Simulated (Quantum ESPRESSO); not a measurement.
# SiF: zone-centre phonons under several settings

```
CELL_PARAMETERS angstrom
1.33860 0.77284 3.89831
-1.33860 0.77284 3.89831
0.00000 -1.54568 3.89831
ATOMIC_POSITIONS crystal
Si 0.50000 0.50000 0.50000
F 0.00000 0.00000 0.00000
```

The cell was built by a generator and needn't be a form met in nature.

All runs used Quantum ESPRESSO 7.5; relaxed cell; no spin polarisation; occupations fermi-dirac, width 0.05 eV.

| level | potentials | k mesh (s: shifted) | cutoff (eV) | volume (Å³/atom) | pressure (GPa) | lowest optical mode without the field (cm⁻¹) | highest optical mode without the field (cm⁻¹) |
| --- | --- | --- | --- | --- | --- | --- | --- |
| LDA | GBRV 1.5 LDA | 8 × 8 × 8s | 612 | ? | 0.0 | ? | ? |
| PBEsol | PseudoDojo 0.4.1 SR PBEsol standard | 4 × 4 × 4s | 1143 | 12.75 | 0.1 | 285i | 191i |

**Question.** What stands in the row left open?

**Answer.** Volume 11.25 Å³/atom; lowest optical mode without the field 243i cm⁻¹; highest optical mode without the field 210i cm⁻¹.

Values marked i are imaginary: the cell is unstable against those modes at that level, or the meshes are too thin.

Caveats: some runs use coarse meshes; some modes are imaginary; an odd number of electrons without spin polarisation forces a metal; a magnetic or distorted state may lie lower; the mesh is thin for the phonons of a metal (some runs).

For the row left open. Caveat: the k mesh is coarse; some modes are imaginary; an odd number of electrons without spin polarisation forces a metal; a magnetic or distorted state may lie lower.
